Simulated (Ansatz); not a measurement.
# B2O: the cost of one run

All numbers are computed with Ansatz 0.2.0, driven from Python. Level of theory: DFT LDA, plane waves, PAW.

## 1. The structure

It takes space group P-3m1 (No. 164, trigonal). Conventional cell: a = 2.879 Å, b = 2.879 Å, c = 7.052 Å, α = 90.00°, β = 90.00°, γ = 120.00°. Around B (site symmetry 3m) lie 1 B at 1.69 Å and 3 O at 1.74 Å. B (site symmetry 3m) is surrounded by 3 B at 1.69 Å. O (site symmetry 3m) is surrounded by 4 B at 1.74 to 2.00 Å.

The script holds or builds the structure itself.

## 2. The script

b2o_smear.py

```python
"""Smearing width test for B2O."""

import logging
import sys
import warnings

import ansatz as az
from ase import Atoms

logging.basicConfig(stream=sys.stdout, format="%(levelname)s:%(name)s:%(message)s")
log = logging.getLogger("b2o")
log.setLevel(logging.INFO)

config = {
    "functional": "lda",
    "kgrid": (9, 9, 4),
}


def main() -> None:
    warnings.simplefilter("ignore", az.DeckWarning)

    atoms = Atoms(
        ["B", "B", "B", "B", "O", "O"],
        scaled_positions=[
            [0.0, 0.0, 0.38],
            [0.0, 0.0, 0.62],
            [2 / 3, 1 / 3, 0.023],
            [1 / 3, 2 / 3, 0.977],
            [2 / 3, 1 / 3, 0.306],
            [1 / 3, 2 / 3, 0.694],
        ],
        cell=[
            [2.879, 0.0, 0.0],
            [-1.4395, 2.49328714, 0.0],
            [0.0, 0.0, 7.052],
        ],
        pbc=True,
    )
    b2o = az.Crystal.from_ase(atoms)

    job = (
        b2o.calculation()
        .functional(config["functional"])
        .kpoints(*config["kgrid"])
        .forces()
        .stress()
    )

    rows = []
    for value in [0.5, 0.3, 0.2, 0.1]:
        r = job.occupations("methfessel_paxton", width=value).run(threads=1, backend="cpu").report
        rows.append((value, r["free_energy_ev"] / len(r["lattice"]["sites"]), r["n_iterations"], sum(r["stress_gpa"][i][i] for i in range(3)) / 3, max(abs(f) for row in r["forces_ev_ang"] for f in row), r["n_kpoints"]))

    log.info("  width (eV)   F/atom (eV)    iterations       P (GPa)  max component (eV/A)      k-points")
    for row in rows:
        log.info(f"{str(row[0]):>12s}  {row[1]:12.5f}  {row[2]:12d}  {row[3]:12.3f}  {row[4]:20.4f}  {row[5]:12d}")

    # the last row is the reference
    for row in rows[:-1]:
        shift = 1000 * (row[1] - rows[-1][1])
        log.info(f"{row[0]}: {shift:+.2f} meV/atom" + ("  (within 1 meV)" if abs(shift) < 1 else ""))


if __name__ == "__main__":
    main()
```

## 3. What the engine is handed

The engine receives this input (first run):

```yaml
crystal:
  lattice:
    - [2.879, 0.0, 0.0]
    - [-1.4395, 2.49328714, 0.0]
    - [0.0, 0.0, 7.052]
  atoms:
    - { symbol: B, position: [0.0, 0.0, 0.38] }
    - { symbol: B, position: [0.0, 0.0, 0.62] }
    - { symbol: B, position: [0.6666666666666666, 0.3333333333333333, 0.023] }
    - { symbol: B, position: [0.3333333333333333, 0.6666666666666666, 0.977] }
    - { symbol: O, position: [0.6666666666666666, 0.3333333333333333, 0.30600000000000005] }
    - { symbol: O, position: [0.3333333333333333, 0.6666666666666666, 0.694] }
kpoints:
  mp_grid:
    grid: [9, 9, 4]
hamiltonian:
  xc: lda
scf:
  occupations:
    method: methfessel_paxton
    width: 0.5
output:
  forces: true
  stress: true
```

## 4. The run

Command:

```bash
python b2o_smear.py
```

What time and memory should one allow on 1 thread of Arm Neoverse V2, shared host?

About 6.2 s, with a peak of 0.38 GiB.
